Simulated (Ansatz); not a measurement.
# H6O2Si2Zn: vertical ionisation energy

The task here is to estimate one member of a computed series from the others.

Computed with Ansatz 0.2.0, Gaussian basis. Level: unrestricted cation, the program's frozen cores in correlated methods.

Plan: UKS PBE-D4/def2-TZVPP; UKS r2SCAN-D4/def2-TZVPP; UKS PBE0-D4/def2-TZVPP; UKS B3LYP-D4/def2-TZVPP; UKS wB97X-V/def2-TZVPP; UKS wB97M-V/def2-TZVPP; UKS B2PLYP (frozen core with 3s3p of Cu, Zn)/def2-TZVPP; UHF-CCSD(T) with 3s3p of Cu, Zn/def2-TZVPP; UHF-MP2 with 3s3p of Cu, Zn/def2-QZVPP; extrapolation to the limit; then −ε(HOMO) from the neutral's earlier runs with LDA (SPW92), PBE-D4, revPBE-D4, BLYP-D4, r2SCAN-D4, B97M-V, PBE0-D4, B3LYP-D4, r2SCANh-D4, r2SCAN0-D4, HSE06-D4, BHLYP-D4, CAM-B3LYP-D4, LC-ωPBE, ωB97X-V, ωB97M-V.

**The geometry**

The geometry comes from an earlier relaxation with PBE0-D4 in a triple-zeta def2 set; it is a stationary point, not always the lowest conformer.

SMILES `[SiH3][O][Zn][O][SiH3]`, 11 atoms, charge 0, spin multiplicity 1.

Atoms are counted from 1 here; the program's logs count them from 0.

Bond lengths: Si1–O2 1.626 Å, Si1–H6 1.491 Å, Si1–H7 1.486 Å, Si1–H8 1.492 Å, O2–Zn3 1.750 Å, Zn3–O4 1.750 Å, O4–Si5 1.626 Å, Si5–H9 1.491 Å, Si5–H10 1.486 Å, Si5–H11 1.491 Å. Angles: O2–Si1–H6 111.4°, O2–Si1–H7 109.0°, O2–Si1–H8 111.4°, H6–Si1–H7 108.7°, H6–Si1–H8 107.5°, H7–Si1–H8 108.7°, Si1–O2–Zn3 142.6°, O2–Zn3–O4 175.1°, Zn3–O4–Si5 142.3°, O4–Si5–H9 111.4°, O4–Si5–H10 109.0°, O4–Si5–H11 111.4°, H9–Si5–H10 108.7°, H9–Si5–H11 107.6°, H10–Si5–H11 108.7°.

Set-up of the first run:

in.yaml reads:

```yaml
crystal:
  periodic: [false, false, false]
  atoms:
    - {symbol: Si, position_ang: [-0.978559, -1.738794, 2.359708]}
    - {symbol: O, position_ang: [0.105507, -1.530819, 1.166278]}
    - {symbol: Zn, position_ang: [0.625256, -0.393786, -0.058527]}
    - {symbol: O, position_ang: [1.269827, 0.663914, -1.295366]}
    - {symbol: Si, position_ang: [0.838505, 1.826871, -2.346550]}
    - {symbol: H, position_ang: [-0.768481, -0.756331, 3.461419]}
    - {symbol: H, position_ang: [-0.834804, -3.111628, 2.910618]}
    - {symbol: H, position_ang: [-2.374603, -1.566436, 1.863767]}
    - {symbol: H, position_ang: [0.216022, 2.988272, -1.648216]}
    - {symbol: H, position_ang: [2.048365, 2.298832, -3.069005]}
    - {symbol: H, position_ang: [-0.147045, 1.319907, -3.344137]}
basis:
  gaussian: {orbitals: def2-TZVPP}
total_charge: 1
magnetization: {spin_polarized: true, initial_magnetization: 1}
hamiltonian: {xc: pbe, dispersion: d4}
```

Started as:

```bash
$ ansatz run in.yaml --threads 2 --pin off --events-out ev --progress --plain --max-ram 32768MiB --backend cuda --devices 0, --max-vram 18GiB
```

Among the steps run: Cation, UKS PBE-D4/def2-TZVPP; Cation, UKS r2SCAN-D4/def2-TZVPP; Cation, UKS PBE0-D4/def2-TZVPP; Cation, UKS B3LYP-D4/def2-TZVPP; Cation, UKS wB97X-V/def2-TZVPP; Cation, UKS wB97M-V/def2-TZVPP; Cation, UKS B2PLYP (frozen core with 3s3p of Cu, Zn)/def2-TZVPP; Cation, UHF-CCSD(T) with 3s3p of Cu, Zn/def2-TZVPP; Cation, UHF-MP2 with 3s3p of Cu, Zn/def2-QZVPP.

One table of the session follows, with a row left open; its other results are not shown here.

For comparison, −ε(HOMO) of the neutral from earlier runs:

```
  functional  −ε(HOMO) (eV)
 LDA (SPW92)           7.07
      PBE-D4           6.93
   revPBE-D4           6.88
     BLYP-D4           6.85
   r2SCAN-D4           7.26
      B97M-V           7.39
     PBE0-D4           8.37
    B3LYP-D4           8.16
  r2SCANh-D4           7.80
  r2SCAN0-D4           8.61
    HSE06-D4           7.97
    BHLYP-D4           9.76
CAM-B3LYP-D4           9.81
     LC-ωPBE          11.13
     ωB97X-V              ?
     ωB97M-V          10.70
```

**Question.** Estimate the row for ωB97X-V.

**Answer.** −ε(HOMO) (eV): 10.81. In the column «−ε(HOMO) (eV)» it lies between ωB97M-V (10.70) and LC-ωPBE (11.13).
